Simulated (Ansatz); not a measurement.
# SiGe: how the settings move a single-point run

Question: which choices in the input matter for SiGe? The cell is built on a prototype (CsCl type) and needn't be the phase found in nature.

Method: reference: DFT, r2SCAN, plane waves, PAW, in Ansatz 0.2.0.

7 further runs of the same task are left out: 6 for a known fault of the program, 1 that didn't finish.

### 1 The system as given

The structure is cubic, space group Pm-3m (No. 221). Conventional cell: a = 3.210 Å, b = 3.210 Å, c = 3.210 Å, α = 90.00°, β = 90.00°, γ = 90.00°. Ge (site symmetry m-3m) has 8 Si at 2.78 Å as nearest neighbours. Around Si (site symmetry m-3m) lie 8 Ge at 2.78 Å.

Coordinates:

```cif
data_structure
_symmetry_space_group_name_H-M 'P 1'
_symmetry_Int_Tables_number 1
_cell_length_a 3.2102
_cell_length_b 3.2102
_cell_length_c 3.2102
_cell_angle_alpha 90.000
_cell_angle_beta 90.000
_cell_angle_gamma 90.000
_cell_volume 33.08
loop_
_atom_site_label
_atom_site_type_symbol
_atom_site_fract_x
_atom_site_fract_y
_atom_site_fract_z
_atom_site_occupancy
Ge1 Ge 0.00000 0.00000 0.00000 1
Si1 Si 0.50000 0.50000 0.50000 1
```

### 2 Reference

The input, input.yaml:

```yaml
crystal:
  lattice:
    - [3.210150632, 0.0, 0.0]
    - [0.0, 3.210150632, 0.0]
    - [0.0, 0.0, 3.210150632]
  atoms:
    - { symbol: Ge, position: [0.0, 0.0, 0.0] }
    - { symbol: Si, position: [0.5, 0.5, 0.5] }
kpoints:
  mp_grid: { grid: [6, 6, 6] }
hamiltonian:
  xc: r2scan
scf:
  occupations: { method: fermi_dirac, width: 0.02 }
  n_extra_bands: 4
output:
  forces: true
  stress: true
  eigenvalues: true
```

Started as:

```
ansatz run input.yaml --threads 4 --pin off --max-ram 3686MiB --backend cpu --events-out ev --progress --plain --runs-dir out
```

### 3 A further run, with the input changed

Changes to input.yaml since step 2:

```diff
@@ -15,2 +15,4 @@
   n_extra_bands: 4
+  mixing: { beta: 1.0 }
+  max_iter: 68
 output:
```

(Steps that only read results are left out.)

**Question.** What will these runs give? Wanted: for each run, ending; energy change; pressure; gap; force.

As calculated:

| run | ending | energy change | pressure (GPa) | gap (eV) | force (eV/Å) | cycles | time |
| --- | --- | --- | --- | --- | --- | --- | --- |
| reference | converged | 0 | 2.2 | 0.00 | 0.00 | 6 | 1.1 s |
| 1: mixing.beta 1.0 | converged | 0.0 meV/atom | 2.2 | 0.00 | 0.00 | 6 | 1.1 s |

Residual by cycle in the longest SCF loop of each run; runs are numbered as in the table. The quantity is the density residual dr2, in eV.

| cycle | reference | run 1 |
| --- | --- | --- |
| 1 | 0.0133 | 0.0133 |
| 2 | 0.00318 | 0.00215 |
| 3 | 1.5e-4 | 4.6e-4 |
| 4 | 2.6e-5 | 2.6e-5 |
| 5 | 2.9e-7 | 7.0e-7 |
| 6 | 2.0e-8 | 1.9e-8 |

Energy and cycle count are those of the reference, so the change (mixing) left the result and the number of cycles as they were.
